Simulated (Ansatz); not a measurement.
# NaI: further runs on the relaxed cell

An exercise on one series of results from a longer session: the logs are not shown, and one member is left open.

Computed with Ansatz 0.2.0 (DFT r2SCAN, scalar-relativistic, plane waves, PAW, unless a step's input says otherwise).

1 further run of the same task is left out (set aside as unsound or not needed).

## The starting structure

It takes space group Fm-3m (No. 225, cubic). Conventional cell: a = 6.467 Å, b = 6.467 Å, c = 6.467 Å, α = 90.00°, β = 90.00°, γ = 90.00°. Around Na (site symmetry m-3m) lie 6 I at 3.23 Å. Around I (site symmetry m-3m) lie 6 Na at 3.23 Å.

Structure file:

```
Na I
1.0
     0.00000    3.23339    3.23339
     3.23339    0.00000    3.23339
     3.23339    3.23339    0.00000
Na I
1 1
Direct
  0.00000 0.00000 0.00000
  0.50000 0.50000 0.50000
```

It is the result of an earlier relaxation at this level (volume 33.80 Å³/atom; gap on the mesh: 4.44 eV).

Set-up of the first run:

File input.yaml:

```yaml
crystal:
  lattice:
    - [0.0, 3.2007280696, 3.2007280696]
    - [3.2007280696, 0.0, 3.2007280696]
    - [3.2007280696, 3.2007280696, 0.0]
  atoms:
    - { symbol: Na, position: [0.0, 0.0, 0.0] }
    - { symbol: I, position: [0.5, 0.5, 0.5] }
basis:
  ecutwfc: 500
kpoints:
  mp_grid: { grid: [6, 6, 6] }
hamiltonian:
  xc: r2scan
scf:
  occupations: { method: gaussian, width: 0.02 }
output:
  forces: true
  stress: true
  eigenvalues: true
  write_density: true
  write_potential: true
  elf: true
  volumetric_format: npy
```

Run with:

```
$ ansatz run input.yaml --threads 1 --pin off --max-ram 2560MiB --backend cpu --events-out ev --progress --plain --runs-dir out
```

Among the steps run: Volume × 0.97; Point at V/V0 = 1.03; Volume × 0.94; Volume × 1.06; Point at V/V0 = 0.91; Volume × 1.10; The cell scaled to 0.88 of its volume.

One of the session's tables, all rows but one given; the rest of the session is left out.

It belongs to the step «Energy against volume». 

| volume (Å³/atom) | energy above the lowest point (meV/atom) | pressure (GPa) | gap on the mesh (eV) |
| --- | --- | --- | --- |
| 29.748 | 31.7 | 2.89 | 4.88 |
| 30.762 | 16.5 | 1.96 | 4.75 |
| 31.776 | 6.7 | 1.17 | 4.64 |
| 32.790 | 1.4 | 0.51 | 4.53 |
| 33.805 | 0.0 | -0.05 | 4.44 |
| 34.819 | ? | ? | ? |
| 35.833 | 6.3 | -0.90 | 4.27 |
| 37.185 | 15.8 | -1.33 | 4.17 |

Q: Estimate the row for volume (Å³/atom) = 34.819 from the others.

Worked estimate for «energy above the lowest point (meV/atom)». A straight line through the neighbours (33.805, 0.0) and (35.833, 6.3) gives 0.0 + (6.3 − 0.0) × (34.819 − 33.805) / (35.833 − 33.805) = 3.2; a parabola fitted to 4 rows on both sides gives 1.8.

The run gave: energy above the lowest point (meV/atom): 1.8; pressure (GPa): -0.51; gap on the mesh (eV): 4.35. In «energy above the lowest point (meV/atom)» the line misses by +1.4 and the parabola by 0.0.
